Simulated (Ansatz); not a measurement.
# BPH4 (SMILES BP): CCSDTQ/STO-3G

Aim: the electronic atomisation energy of BPH4 at CCSDTQ/STO-3G, from 4 runs. 

Program for the calculation: Ansatz 0.2.0.

53 further runs of the same task are left out: 53 set aside as unsound or not needed.

### 1 The molecule

BPH4 has 6 atoms, charge 0, and is taken as a singlet. SMILES: `BP`. The shape is that of a GFN2-xTB optimisation.

Bond lengths: B1–P2 1.841 Å, B1–H3 1.169 Å, B1–H4 1.169 Å, P2–H5 1.378 Å, P2–H6 1.378 Å. Angles: B1–P2–H5 103.7°, B1–P2–H6 103.7°, P2–B1–H3 119.5°, P2–B1–H4 119.5°, H5–P2–H6 96.8°, H3–B1–H4 120.3°.

### 2 A single-point energy at CCSDTQ/STO-3G

The input, molecule.yaml:

```yaml
basis:
  gaussian:
    orbitals: STO-3G
crystal:
  periodic: [false, false, false]
  atoms:
    - symbol: B
      position_ang: [0.002660, -0.867960, 0.118880]
    - symbol: P
      position_ang: [0.378740, 0.928770, 0.259630]
    - symbol: H
      position_ang: [-0.777460, -1.351190, 0.842930]
    - symbol: H
      position_ang: [0.659230, -1.540870, -0.575930]
    - symbol: H
      position_ang: [0.599110, 1.319050, -1.043720]
    - symbol: H
      position_ang: [-0.862270, 1.512200, 0.398210]
correlation:
  method: ccsdtq
  frozen_orbitals: {B: 1, H: 0, P: 5}
accuracy: high
scf:
  omitted_lower_state_checks: [cluster_reference, increment]
```

Started as:

```
$ ansatz run molecule.yaml --threads 1 --pin off --max-ram 2610MiB --events-out events.jsonl --progress --plain --runs-dir runs
```

Log:

```text
Warning: RAYON_NUM_THREADS=1 ignored (pool sized by the plan → 1); use --threads N
[... 11 lines left out ...]
6 core orbitals not correlated: weight in the atoms' cores, before any rotation towards them, 1.000 or more for the frozen orbitals, at most 0.000 for the correlated occupied ones
[... 24 lines left out ...]
Total energy: -9896.50819822 eV, -363.6899681906 hartree
Checks for a lower state left out: cluster_reference, increment
```

Wall time 2.3 s (1 thread of AMD EPYC 7R13 (Zen 3), shared host).

### 3 The B atom at the same level

The input, molecule.yaml:

```yaml
crystal:
  periodic: [false, false, false]
  atoms:
    - {symbol: B, position_ang: [0.000000, 0.000000, 0.000000]}
basis:
  gaussian:
    orbitals: STO-3G
magnetization:
  spin_polarized: true
  initial_magnetization: 1
correlation:
  method: ccsdtq
  frozen_orbitals: {B: 1}
accuracy: high
scf:
  omitted_lower_state_checks: [cluster_reference, increment]
```

Started as:

```
$ ansatz run molecule.yaml --threads 1 --pin off --max-ram 2610MiB --events-out events.jsonl --progress --plain --runs-dir runs
```

Log, shortened:

```text
Warning: RAYON_NUM_THREADS=1 ignored (pool sized by the plan → 1); use --threads N
Functional definition: HF
  name "HF"
[...]
15 factors; integrals over basis functions are off by at most 8.9e-10 eV
[...]
mean field -657.12745801 eV, -24.1489886649 hartree, gradient 0.0e0 eV, S^2 0.750000; 4 other end points of the search recorded, 0 dependent functions left out
1 core orbitals not correlated: weight in the atoms' cores, before any rotation towards them, 1.000 or more for the frozen orbitals, at most 0.000 for the correlated occupied ones
reference -657.12745801 eV, -24.1489886649 hartree; 2, 1 occupied and 2, 3 virtual orbitals, 15 factors
second order -0.50768279 eV of doubles, 0.00000000 eV of singles
cycle   1  -0.78653408 eV  change   -2.8e-1 eV  update   6.4e-2
[...]
cycle  10  -1.08840109 eV  change  -4.4e-12 eV  update  4.9e-13
Total energy: -658.21585910 eV, -24.1889866671 hartree
Checks for a lower state left out: cluster_reference, increment
```

Run time: 1.7 s. Hardware: 1 thread of AMD EPYC 7R13 (Zen 3), shared host.

### 4 The H atom: a single-point energy at UHF/STO-3G

The input, molecule.yaml:

```yaml
crystal:
  periodic: [false, false, false]
  atoms:
    - {symbol: H, position_ang: [0.000000, 0.000000, 0.000000]}
basis:
  gaussian: {orbitals: STO-3G}
accuracy: high
hamiltonian: {xc: hf}
magnetization: {spin_polarized: true, initial_magnetization: 1}
```

Run the same way, it converges to -0.46658 Eh (log not shown).

### 5 The P atom at the same level

The input, in.yaml:

```yaml
crystal:
  periodic: [false, false, false]
  atoms:
    - {symbol: P, position_ang: [0.000000, 0.000000, 0.000000]}
basis:
  gaussian:
    orbitals: STO-3G
magnetization:
  spin_polarized: true
  initial_magnetization: 3
correlation:
  method: ccsdtq
  frozen_orbitals: {P: 5}
scf:
  omitted_lower_state_checks: [cluster_reference, increment]
accuracy: high
```

Run the same way, it converges to -336.86877 Eh (log not shown).

### 6 Summary of results

Level: CCSDTQ/STO-3G, 6 core orbitals frozen.

| quantity | value |
| --- | --- |
| molecule: total energy | -363.68997 Eh |
| molecule: correlation energy (6 core orbitals frozen) | -102.7 mEh |
| molecule: T1 diagnostic | 0.020 |
| B atom: total energy | -24.18899 Eh |
| B atom: correlation energy (1 core orbital frozen) | -40.0 mEh |
| B atom: ⟨S²⟩ of the reference determinant | 0.750 |
| B atom: T1 diagnostic | 0.000 |
| H atom: total energy | -0.46658 Eh |
| H atom: ⟨S²⟩ | 0.750 |
| P atom: total energy | -336.86877 Eh |
| P atom: correlation energy (5 core orbitals frozen) | 0.0 mEh |
| P atom: ⟨S²⟩ of the reference determinant | 3.750 |
| P atom: T1 diagnostic | 0.000 |
| electronic atomisation energy | 20.841 eV |

**Reading.** Taking the molecule apart into free atoms costs 20.84 eV (481 kcal/mol), before zero-point energy and without spin-orbit coupling. In a minimal basis such a difference can be off by several eV, whatever the method.
